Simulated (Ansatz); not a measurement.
# WC: the cost of one run

All numbers below are computed with Ansatz 0.2.0 (DFT LDA, plane waves, PAW, scalar-relativistic, no spin polarisation).

### Step 1. The starting structure

The cell holds 16 atoms (C8W8): a = 5.975 Å, b = 5.174 Å, c = 5.842 Å, α = 90.00°, β = 90.00°, γ = 90.00°.

Coordinates:

```xyz
16
Lattice="-2.9873 -5.1741 0.0000 4.4809 -2.5870 0.0000 0.0000 0.0000 5.8425" Properties=species:S:1:pos:R:3 pbc="T T T"
W     0.0000   -5.1741    0.0000
C     1.4936   -4.3117    1.4606
W     0.0000   -5.1741    2.9212
C     1.4936   -4.3117    4.3819
W    -1.4936   -2.5870    0.0000
C     0.0000   -1.7247    1.4606
W    -1.4936   -2.5870    2.9212
C     0.0000   -1.7247    4.3819
W     1.4936   -2.5870    0.0000
C     2.9873   -1.7247    1.4606
W     1.4936   -2.5870    2.9212
C     2.9873   -1.7247    4.3819
W     0.0000    0.0000    0.0000
C    -1.4936   -4.3117    1.4606
W     0.0000    0.0000    2.9212
C    -1.4936   -4.3117    4.3819
```

### Step 2. Run 1

160 steps of 1.12 fs under a Langevin thermostat at 4200 K.

input.yaml reads:

```yaml
accuracy: low
crystal:
  lattice:
    - [-2.987264, -5.174093, 0.0]
    - [4.480896, -2.587046, 0.0]
    - [0.0, 0.0, 5.842499]
  atoms:
    - { symbol: W, position: [0.75, 0.5, 0.0] }
    - { symbol: C, position: [0.5, 0.6666667, 0.25] }
    - { symbol: W, position: [0.75, 0.5, 0.5] }
    - { symbol: C, position: [0.5, 0.6666667, 0.75] }
    - { symbol: W, position: [0.5, 0.0, 0.0] }
    - { symbol: C, position: [0.25, 0.1666667, 0.25] }
    - { symbol: W, position: [0.5, 0.0, 0.5] }
    - { symbol: C, position: [0.25, 0.1666667, 0.75] }
    - { symbol: W, position: [0.25, 0.5, 0.0] }
    - { symbol: C, position: [0.0, 0.6666667, 0.25] }
    - { symbol: W, position: [0.25, 0.5, 0.5] }
    - { symbol: C, position: [0.0, 0.6666667, 0.75] }
    - { symbol: W, position: [0.0, 0.0, 0.0] }
    - { symbol: C, position: [0.75, 0.1666667, 0.25] }
    - { symbol: W, position: [0.0, 0.0, 0.5] }
    - { symbol: C, position: [0.75, 0.1666667, 0.75] }
basis:
  ecutwfc: 420.0
kpoints:
  mp_grid: { grid: [2, 2, 2] }
hamiltonian:
  xc: lda
  pseudopotentials: { kind: paw, azcp: { folder: soft_1 } }
scf:
  occupations: { method: fermi_dirac, width: 0.36 }
  lower_state_search: "off"
md:
  timestep: 1.12
  n_steps: 160
  ensemble: nvt_langevin
  temperature: 4200.0
  initial_velocities: maxwell_boltzmann
  seed: 691502
  friction: 0.02
```

Launch:

```console
> ansatz run input.yaml --threads 1 --pin off --max-ram 3072MiB --backend cpu --events-out ev --progress --plain --runs-dir out
```

Q: Estimate wall time and peak memory on 1 thread of Intel Xeon Platinum 8175M at 2.50GHz (Skylake/Cascade Lake), shared host.

About 16 min, with a peak of 0.63 GiB.
